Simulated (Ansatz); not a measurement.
# Sb2Mo: the cost of one run

Computed with Ansatz 0.2.0 (DFT PBE, scalar-relativistic, plane waves, PAW, unless a step's input says otherwise).

The COD entry's cell or inner coordinates are ideal or old and differ from later refinements, so a difference from it is no clean test against experiment.

### 1 The starting structure

The structure is cubic, space group Pn-3m (No. 224). The conventional cell has a = 5.420 Å, b = 5.420 Å, c = 5.420 Å, α = 90.00°, β = 90.00°, γ = 90.00°. Sb (site symmetry -3m) is surrounded by 2 Mo at 2.35 Å. Mo (site symmetry -43m) is surrounded by 4 Sb at 2.35 Å.

Structure file:

```
Sb Mo
1.0
     5.41960    0.00000    0.00000
     0.00000    5.41960    0.00000
     0.00000    0.00000    5.41960
Sb Mo
4 2
Direct
  0.25000 0.25000 0.25000
  0.25000 0.75000 0.75000
  0.75000 0.75000 0.25000
  0.75000 0.25000 0.75000
  0.00000 0.00000 0.00000
  0.50000 0.50000 0.50000
```

This is candidate A: cuprite type (Pn-3m, No. 224).

(A quick probe on a coarse mesh, which set the mesh and smearing, is not shown.)

### 3 Coarse relaxation (candidate A)

File input.yaml:

```yaml
crystal:
  lattice:
    - [5.4195962829, 0.0, 0.0]
    - [0.0, 5.4195962829, 0.0]
    - [0.0, 0.0, 5.4195962829]
  atoms:
    - { symbol: Sb, position: [0.25, 0.25, 0.25] }
    - { symbol: Sb, position: [0.25, 0.75, 0.75] }
    - { symbol: Sb, position: [0.75, 0.75, 0.25] }
    - { symbol: Sb, position: [0.75, 0.25, 0.75] }
    - { symbol: Mo, position: [0.0, 0.0, 0.0] }
    - { symbol: Mo, position: [0.5, 0.5, 0.5] }
basis:
  ecutwfc: 420
kpoints:
  mp_grid: { grid: [4, 4, 4] }
hamiltonian:
  xc: pbe
scf:
  occupations: { method: gaussian, width: 0.1 }
  lower_state_search: "off"
output:
  forces: true
  stress: true
  eigenvalues: true
relax:
  adjacent_minimum: "off"
  f_tol: 0.04
  max_steps: 70
  cell: { stress_tol: 0.4 }
```

What time and memory should one allow on 1 thread of an Arm CPU, shared host?

About 56 s, with a peak of 0.45 GiB.
